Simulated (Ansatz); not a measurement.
# C3H12ClN3Sn: a ladder of functionals and wavefunction methods

The task here is to estimate one member of a computed series from the others.

Program: Ansatz 0.2.0, Gaussian basis. Level of theory: functionals in def2-TZVPP, the program's frozen cores in correlated methods. These are calculated values, not measurements.

The runs, in order: LDA (SPW92), PBE-D4, revPBE-D4, BLYP-D4, r2SCAN-D4, B97M-V, PBE0-D4, B3LYP-D4, r2SCANh-D4, r2SCAN0-D4, HSE06-D4, BHLYP-D4, CAM-B3LYP-D4, LC-ωPBE, ωB97X-V, ωB97M-V, B2PLYP, PBE-QIDH; CCSD(T)/def2-SVP; CCSD(T)/def2-TZVPP; MP2/def2-QZVPP; extrapolation to the limit; RPA on PBE.

## The geometry

An earlier PBE0-D4 in a triple-zeta def2 set relaxation fixed the geometry. Sn takes the def2 core potential; no spin-orbit term is included.

SMILES `C[NH][Sn]([Cl])([NH]C)[NH]C`, 20 atoms, charge 0, spin multiplicity 1.

Atoms are counted from 1 here; the program's logs count them from 0.

Bond lengths: C1–N2 1.453 Å, C1–H9 1.093 Å, C1–H10 1.099 Å, C1–H11 1.095 Å, N2–Sn3 2.013 Å, N2–H12 1.011 Å, Sn3–Cl4 2.341 Å, Sn3–N5 2.008 Å, Sn3–N7 1.995 Å, N5–C6 1.451 Å, N5–H13 1.011 Å, C6–H14 1.092 Å, C6–H15 1.095 Å, C6–H16 1.099 Å, N7–C8 1.453 Å, N7–H17 1.010 Å, C8–H18 1.095 Å, C8–H19 1.097 Å and more. Angles: N2–C1–H9 109.7°, N2–C1–H10 114.9°, N2–C1–H11 110.0°, H9–C1–H10 107.5°, H9–C1–H11 106.6°, H10–C1–H11 107.7°, C1–N2–Sn3 119.3°, C1–N2–H12 112.1°, Sn3–N2–H12 111.9°, N2–Sn3–Cl4 103.5°, N2–Sn3–N5 122.6°, N2–Sn3–N7 106.2°, Cl4–Sn3–N5 104.5°, Cl4–Sn3–N7 116.7°, N5–Sn3–N7 104.3°, Sn3–N5–C6 121.2°, Sn3–N5–H13 112.9°, C6–N5–H13 112.5° and more.

As a file:

```xyz
20

C    -2.66776    0.74126   -0.57269
N    -1.75287   -0.16784   -1.24234
Sn    0.10939   -0.40630   -0.51523
Cl    0.73419   -2.52217   -1.29954
N     0.50163   -0.46471    1.45292
C     0.05271   -1.57178    2.27695
N     1.17021    1.14502   -1.18378
C     2.59672    1.24725   -0.92812
H    -2.17907    1.70635   -0.41374
H    -3.03639    0.39216    0.40197
H    -3.53818    0.93148   -1.20856
H    -2.18849   -1.05358   -1.46102
H     0.37679    0.43004    1.90575
H     0.24553   -2.51414    1.75917
H     0.62177   -1.60044    3.21170
H    -1.01497   -1.54638    2.53454
H     0.92784    1.40697   -2.12903
H     2.92485    2.28724   -1.02611
H     3.21589    0.63262   -1.59370
H     2.80863    0.93646    0.09717
```

The first run:

The input, in.yaml:

```yaml
crystal:
  periodic: [false, false, false]
  atoms:
    - {symbol: C, position_ang: [-2.667761, 0.741256, -0.572694]}
    - {symbol: N, position_ang: [-1.752869, -0.167839, -1.242344]}
    - {symbol: Sn, position_ang: [0.109393, -0.406300, -0.515229]}
    - {symbol: Cl, position_ang: [0.734190, -2.522170, -1.299544]}
    - {symbol: N, position_ang: [0.501630, -0.464706, 1.452922]}
    - {symbol: C, position_ang: [0.052710, -1.571785, 2.276948]}
    - {symbol: N, position_ang: [1.170209, 1.145024, -1.183782]}
    - {symbol: C, position_ang: [2.596718, 1.247248, -0.928117]}
    - {symbol: H, position_ang: [-2.179070, 1.706353, -0.413740]}
    - {symbol: H, position_ang: [-3.036394, 0.392159, 0.401971]}
    - {symbol: H, position_ang: [-3.538183, 0.931478, -1.208560]}
    - {symbol: H, position_ang: [-2.188490, -1.053581, -1.461021]}
    - {symbol: H, position_ang: [0.376790, 0.430043, 1.905746]}
    - {symbol: H, position_ang: [0.245528, -2.514144, 1.759167]}
    - {symbol: H, position_ang: [0.621766, -1.600440, 3.211695]}
    - {symbol: H, position_ang: [-1.014966, -1.546383, 2.534541]}
    - {symbol: H, position_ang: [0.927837, 1.406973, -2.129031]}
    - {symbol: H, position_ang: [2.924848, 2.287238, -1.026108]}
    - {symbol: H, position_ang: [3.215887, 0.632620, -1.593697]}
    - {symbol: H, position_ang: [2.808630, 0.936455, 0.097173]}
basis:
  gaussian: {orbitals: def2-TZVPP}
hamiltonian: {xc: lda}
output: {orbitals: {seedname: orbitals}}
```

Command:

```
ansatz run in.yaml --threads 4 --pin off --events-out ev --progress --plain --max-ram 66560MiB --backend cuda --devices 0, --max-vram 37GiB
```

Among the steps run: LDA; PBE-D4 (GGA); revPBE-D4 (GGA); BLYP-D4 (GGA); r2SCAN-D4 (meta-GGA); B97M-V (meta-GGA); PBE0-D4 (hybrid); B3LYP-D4 (hybrid); r2SCANh-D4 (hybrid); r2SCAN0-D4 (hybrid); HSE06-D4 (hybrid); BHLYP-D4 (hybrid); CAM-B3LYP-D4 (range-separated); LC-ωPBE (range-separated); ωB97X-V (range-separated); ωB97M-V (range-separated); B2PLYP (double hybrid); PBE-QIDH (double hybrid).

One table of the session follows, with a row left open; its other results are not shown here.

It belongs to the step «Orbital energies across the functionals». 

| functional | HOMO (eV) | gap (eV) |
| --- | --- | --- |
| LDA (SPW92) | -5.33 | 3.43 |
| PBE-D4 | -5.19 | 3.57 |
| revPBE-D4 | -5.13 | 3.63 |
| BLYP-D4 | -5.08 | 3.51 |
| r2SCAN-D4 | -5.46 | 4.10 |
| B97M-V | -5.58 | 4.17 |
| PBE0-D4 | -6.55 | 5.90 |
| B3LYP-D4 | -6.33 | 5.36 |
| r2SCANh-D4 | ? | ? |
| r2SCAN0-D4 | -6.75 | 6.25 |
| HSE06-D4 | -6.15 | 5.12 |
| BHLYP-D4 | -7.86 | 8.15 |
| CAM-B3LYP-D4 | -7.95 | 8.30 |
| LC-ωPBE | -9.32 | 10.99 |
| ωB97X-V | -8.97 | 10.42 |
| ωB97M-V | -8.88 | 10.09 |

Q: Estimate the row for r2SCANh-D4 from the others.

Worked estimate for «HOMO (eV)». Against the share of exact exchange, r2SCAN-D4 (0, -5.46), r2SCAN0-D4 (0.25, -6.75) give a slope of -5.16 per unit share; at 0.1 the line stands at -5.98.

The run gave: HOMO (eV): -5.97; gap (eV): 4.96. In «HOMO (eV)» the line misses by -0.01.
